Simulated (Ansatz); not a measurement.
# CH₄Cl₂Ge, SMILES Cl[CH](Cl)[GeH3]: a short molecular-dynamics run

With the Ansatz DFT code, driven from Python.

Contents of `ch4cl2ge.xyz`:
```text
8

Cl    1.00570   -0.72260    1.94360
C     0.90890   -0.24910    0.20680
Cl    1.87350    1.20370   -0.08090
Ge   -0.84860    0.12860   -0.32480
H     1.31260   -1.09530   -0.41270
H    -1.47800    1.31010    0.52030
H    -0.93310    0.49610   -1.82040
H    -1.74900   -1.12850   -0.08770
```

Typed at the interpreter:
```pycon
>>> import ansatz as az
>>> import numpy as np
>>> mol = az.Crystal.molecule_from_extxyz('ch4cl2ge.xyz')
>>> job = (
...     mol.calculation()
...     .basis(gaussian='def2-SVP')
...     .functional('hf')
...     .md('nve', timestep=0.5, steps=30, temperature=300, initial_velocities='maxwell_boltzmann', seed=62)
... )
>>> frames = []
>>> job.session().plan().execute(on_event=lambda e: frames.append(e['data']) if e['event'] == 'md_step' else None)
<ansatz.RunOutcome object at 0x...>
>>> print('t (fs)   E_pot (eV)      E_kin (eV)   T (K)   d(0-1) (A)')
t (fs)   E_pot (eV)      E_kin (eV)   T (K)   d(0-1) (A)
>>> for f in frames[::1]:
...     xyz = np.array(f['positions_ang'])
...     print(f'{f["time_fs"]:6.2f} {f["lagrangian_ev"]:14.5f} {f["e_kin_ev"]:10.5f} {f["temperature_k"]:8.1f} {np.linalg.norm(xyz[0] - xyz[1]):9.4f}')
...
  0.00   -82557.81463    0.23267    300.0    1.8028
  0.50   -82557.79149    0.20968    270.4    1.8026
  1.00   -82557.77425    0.19249    248.2    1.8022
  1.50   -82557.76372    0.18191    234.6    1.8017
  2.00   -82557.75905    0.17711    228.4    1.8011
  2.50   -82557.75807    0.17594    226.9    1.8004
  3.00   -82557.75799    0.17570    226.5    1.7995
  3.50   -82557.75637    0.17400    224.4    1.7984
  4.00   -82557.75211    0.16979    218.9    1.7972
  4.50   -82557.74608    0.16392    211.4    1.7958
  5.00   -82557.74086    0.15890    204.9    1.7943
  5.50   -82557.73957    0.15773    203.4    1.7925
  6.00   -82557.74415    0.16229    209.3    1.7905
  6.50   -82557.75431    0.17228    222.1    1.7884
  7.00   -82557.76767    0.18545    239.1    1.7861
  7.50   -82557.78125    0.19890    256.5    1.7837
  8.00   -82557.79305    0.21071    271.7    1.7813
  8.50   -82557.80299    0.22076    284.6    1.7789
  9.00   -82557.81268    0.23061    297.3    1.7766
  9.50   -82557.82451    0.24256    312.8    1.7743
 10.00   -82557.84049    0.25860    333.4    1.7722
 10.50   -82557.86152    0.27959    360.5    1.7702
 11.00   -82557.88695    0.30489    393.1    1.7685
 11.50   -82557.91474    0.33248    428.7    1.7669
 12.00   -82557.94176    0.35929    463.3    1.7654
 12.50   -82557.96442    0.38173    492.2    1.7642
 13.00   -82557.97930    0.39647    511.2    1.7632
 13.50   -82557.98407    0.40122    517.3    1.7623
 14.00   -82557.97831    0.39557    510.0    1.7616
 14.50   -82557.96393    0.38147    491.9    1.7610
 15.00   -82557.94505    0.36291    467.9    1.7605
>>> kept = np.array([f['conserved_ev'] for f in frames])
>>> print(f'conserved energy moves by at most {1000 * np.ptp(kept):.3f} meV')
conserved energy moves by at most 1.103 meV
```

What to keep in mind:
- Total energies depend on the basis set; only differences at equal settings carry meaning.
- The trajectory is only some femtoseconds long, so its temperature is not equilibrated; where the script doesn't relax first, it starts from a rough generated geometry.
- The temperature counts the internal degrees of freedom alone.
- Run time: 64 s on 1 thread of Intel(R) Xeon(R) 6975P-C (Granite Rapids) (shared host), peak memory 0.31 GiB.

(Lines on the test bed's own set-up are left out of the output.)
